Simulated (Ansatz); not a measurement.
# CH₄BrInS: small, medium and large basis sets

An exercise on one series of results from a longer session: the logs are not shown, and one member is left open.

Program: Ansatz 0.2.0, Gaussian basis. Level of theory: one geometry, several basis sets. These are calculated values, not measurements.

Plan: PBE0-D4/def2-SVP; ωB97M-V/def2-SVP; PBE0-D4/def2-QZVPP; ωB97M-V/def2-QZVPP; the functionals' def2-TZVPP values are taken from earlier runs.

## The relaxed structure

The geometry comes from an earlier relaxation with PBE0-D4 in a triple-zeta def2 set; it is a stationary point, not always the lowest conformer. In takes the def2 core potential; no spin-orbit term is included.

SMILES `[CH3][In]([SH])[Br]`, 8 atoms, charge 0, spin multiplicity 1.

Atoms are counted from 1 here; the program's logs count them from 0.

Bond lengths: C1–In2 2.131 Å, C1–H5 1.090 Å, C1–H6 1.090 Å, C1–H7 1.089 Å, In2–S3 2.376 Å, In2–Br4 2.485 Å, S3–H8 1.344 Å. Angles: In2–C1–H5 109.2°, In2–C1–H6 109.6°, In2–C1–H7 109.1°, H5–C1–H6 109.0°, H5–C1–H7 109.8°, H6–C1–H7 110.1°, C1–In2–S3 128.7°, C1–In2–Br4 119.8°, S3–In2–Br4 111.4°, In2–S3–H8 92.5°.

Set-up of the first run:

File in.yaml:

```yaml
crystal:
  periodic: [false, false, false]
  atoms:
    - {symbol: C, position_ang: [-0.909018, 1.275619, 0.300235]}
    - {symbol: In, position_ang: [0.280349, -0.470186, 0.017365]}
    - {symbol: S, position_ang: [1.539781, -1.117558, -1.890359]}
    - {symbol: Br, position_ang: [0.465743, -2.148321, 1.840892]}
    - {symbol: H, position_ang: [-1.770001, 1.235307, -0.367402]}
    - {symbol: H, position_ang: [-0.319164, 2.161680, 0.066303]}
    - {symbol: H, position_ang: [-1.246434, 1.313929, 1.334482]}
    - {symbol: H, position_ang: [1.958744, -2.250469, -1.301506]}
basis:
  gaussian: {orbitals: def2-SVP}
hamiltonian: {xc: pbe0, dispersion: d4}
output: {orbitals: {seedname: orbitals}}
```

Among the steps run: PBE0-D4 in def2-SVP; ωB97M-V in def2-SVP; PBE0-D4 in def2-QZVPP; ωB97M-V in def2-QZVPP.

One of the session's tables, all rows but one given; the rest of the session is left out.

It belongs to the step «Functionals by basis». 

```
functional       basis  HOMO (eV)  LUMO (eV)
   PBE0-D4    def2-SVP      -7.49      -1.20
   PBE0-D4  def2-TZVPP      -7.63      -1.35
   PBE0-D4  def2-QZVPP      -7.65      -1.43
   ωB97M-V    def2-SVP          ?          ?
   ωB97M-V  def2-TZVPP      -9.82       0.21
   ωB97M-V  def2-QZVPP      -9.84       0.15
```

**Question.** Estimate the row for ωB97M-V, def2-SVP.

As computed: HOMO (eV): -9.64; LUMO (eV): 0.42. In the column «HOMO (eV)» it lies between ωB97M-V, def2-TZVPP (-9.82) and PBE0-D4, def2-QZVPP (-7.65).
